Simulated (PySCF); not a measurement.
# Te: excitation energy in x2c-TZVPPall plus 1 even-tempered diffuse shell per l

Aim: the excitation energy of tellurium from differences of total energies, at each level of theory, and how far each lands from the tabulated value where there is one.

Method: unrestricted determinants in a Gaussian basis, no spin-orbit coupling in the energies. Code: PySCF 2.14.0.

## (1) Starting point

- Element: tellurium (Z = 52)
- Basis: x2c-TZVPPall with one added diffuse shell each of s, p, d, f type (9s7p5d3f, 76 functions)
- Hamiltonian: scalar relativity by spin-free X2C-1e
- State 1: Te: [Kr] 4d10 5s1 5p4 5d1, one real determinant (an excited configuration)
- Needed too, but not shown: Te [Kr] 4d10 5s2 5p4 (3P)
- Methods: UHF, LDA, PBE, PBE0, r2SCAN, HSE06, LC-wPBE, TPSSh, wB97M-V, MP2
- Core shells frozen in the correlated runs: valence: [Kr] 4d10; valence and next inner shell: [Ar] 3d10 (for Te)

The outer shells:

Te [Kr] 4d10 5s1 5p4 5d1
```
[Kr] core
4d [↑↓][↑↓][↑↓][↑↓][↑↓]
5s [↑ ]
5p [↑↓][↑ ][↑ ]
5d [↑ ][  ][  ][  ][  ]
```

The runs were made by one driver on top of PySCF. The scripts below sum up each run's settings (the driver also hands on starting orbitals that pick excited configurations, and frozen orbitals as a list rather than a count), and the logs come from the driver's own runs. The driver starts from symmetry-adapted Hartree-Fock orbitals, holds the occupation by maximum overlap and uses a logarithmic radial grid for functionals, so a plain start would take other cycles.

The integrals over 76 functions and the set-up took 2.6 s of CPU time.

## (2) Te [Kr] 4d10 5s1 5p4 5d1

**UHF**

The input, input.py:

```python
from pyscf import gto, scf, dft, mp, cc
import basis_set_exchange as bse
mol = gto.M(atom="Te 0 0 0", charge=0, spin=4, symmetry="D2h",
            basis=gto.basis.parse(bse.get_basis("x2c-TZVPPall", elements=["Te"], fmt="nwchem", augment_diffuse=1)),
            nucmod="G")
mf = scf.UHF(mol).sfx2c1e()
mf.irrep_nelec = {'Ag': (9, 8), 'B1g': (2, 2), 'B2g': (3, 2), 'B3g': (2, 2), 'B1u': (4, 3), 'B2u': (4, 4), 'B3u': (4, 3)}
mf.kernel()
```

**LDA**

input.py, as changed from the run before:

```diff
@@ -5,3 +5,3 @@
             nucmod="G")
-mf = scf.UHF(mol).sfx2c1e()
+mf = dft.UKS(mol, xc="LDA,VWN").sfx2c1e()
 mf.irrep_nelec = {'Ag': (9, 8), 'B1g': (2, 2), 'B2g': (3, 2), 'B3g': (2, 2), 'B1u': (4, 3), 'B2u': (4, 4), 'B3u': (4, 3)}
```

**PBE**

input.py, as changed from the run before:

```diff
@@ -5,3 +5,3 @@
             nucmod="G")
-mf = dft.UKS(mol, xc="LDA,VWN").sfx2c1e()
+mf = dft.UKS(mol, xc="PBE").sfx2c1e()
 mf.irrep_nelec = {'Ag': (9, 8), 'B1g': (2, 2), 'B2g': (3, 2), 'B3g': (2, 2), 'B1u': (4, 3), 'B2u': (4, 4), 'B3u': (4, 3)}
```

**PBE0**

input.py, as changed from the run before:

```diff
@@ -5,3 +5,3 @@
             nucmod="G")
-mf = dft.UKS(mol, xc="PBE").sfx2c1e()
+mf = dft.UKS(mol, xc="PBE0").sfx2c1e()
 mf.irrep_nelec = {'Ag': (9, 8), 'B1g': (2, 2), 'B2g': (3, 2), 'B3g': (2, 2), 'B1u': (4, 3), 'B2u': (4, 4), 'B3u': (4, 3)}
```

**r2SCAN**

input.py, as changed from the run before:

```diff
@@ -5,3 +5,3 @@
             nucmod="G")
-mf = dft.UKS(mol, xc="PBE0").sfx2c1e()
+mf = dft.UKS(mol, xc="R2SCAN").sfx2c1e()
 mf.irrep_nelec = {'Ag': (9, 8), 'B1g': (2, 2), 'B2g': (3, 2), 'B3g': (2, 2), 'B1u': (4, 3), 'B2u': (4, 4), 'B3u': (4, 3)}
```

**HSE06**

input.py, as changed from the run before:

```diff
@@ -5,3 +5,3 @@
             nucmod="G")
-mf = dft.UKS(mol, xc="R2SCAN").sfx2c1e()
+mf = dft.UKS(mol, xc="HSE06").sfx2c1e()
 mf.irrep_nelec = {'Ag': (9, 8), 'B1g': (2, 2), 'B2g': (3, 2), 'B3g': (2, 2), 'B1u': (4, 3), 'B2u': (4, 4), 'B3u': (4, 3)}
```

**LC-wPBE**

input.py, as changed from the run before:

```diff
@@ -5,3 +5,3 @@
             nucmod="G")
-mf = dft.UKS(mol, xc="HSE06").sfx2c1e()
+mf = dft.UKS(mol, xc="LC_WPBE").sfx2c1e()
 mf.irrep_nelec = {'Ag': (9, 8), 'B1g': (2, 2), 'B2g': (3, 2), 'B3g': (2, 2), 'B1u': (4, 3), 'B2u': (4, 4), 'B3u': (4, 3)}
```

**TPSSh**

input.py, as changed from the run before:

```diff
@@ -5,3 +5,3 @@
             nucmod="G")
-mf = dft.UKS(mol, xc="LC_WPBE").sfx2c1e()
+mf = dft.UKS(mol, xc="TPSSH").sfx2c1e()
 mf.irrep_nelec = {'Ag': (9, 8), 'B1g': (2, 2), 'B2g': (3, 2), 'B3g': (2, 2), 'B1u': (4, 3), 'B2u': (4, 4), 'B3u': (4, 3)}
```

**wB97M-V**

input.py, as changed from the run before:

```diff
@@ -5,3 +5,3 @@
             nucmod="G")
-mf = dft.UKS(mol, xc="TPSSH").sfx2c1e()
+mf = dft.UKS(mol, xc="WB97M_V").sfx2c1e()
 mf.irrep_nelec = {'Ag': (9, 8), 'B1g': (2, 2), 'B2g': (3, 2), 'B3g': (2, 2), 'B1u': (4, 3), 'B2u': (4, 4), 'B3u': (4, 3)}
```

## (3) Te [Kr] 4d10 5s1 5p4 5d1, continued

**MP2 (valence)**

Changes to input.py since step 2:

```diff
@@ -5,4 +5,5 @@
             nucmod="G")
-mf = dft.UKS(mol, xc="WB97M_V").sfx2c1e()
+mf = scf.UHF(mol).sfx2c1e()
 mf.irrep_nelec = {'Ag': (9, 8), 'B1g': (2, 2), 'B2g': (3, 2), 'B3g': (2, 2), 'B1u': (4, 3), 'B2u': (4, 4), 'B3u': (4, 3)}
 mf.kernel()
+mp.UMP2(mf, frozen=23).kernel()
```

**MP2 (valence and next inner shell)**

input.py, as changed from the run before:

```diff
@@ -8,2 +8,2 @@
 mf.kernel()
-mp.UMP2(mf, frozen=23).kernel()
+mp.UMP2(mf, frozen=14).kernel()
```

Q: Predict the outcome of this session.

**Answer**, as computed:

| quantity | value |
| --- | --- |
| excitation energy, Te → [Kr] 4d10 5s1 5p4 5d1 | UHF 15.048, MP2 (valence and next inner shell) 15.923 eV |

What this shows: The methods span 1.199 eV, from UHF (15.048) to LC-wPBE (16.246). No reference value is at hand in this session. The basis is finite, and no extrapolation was made.
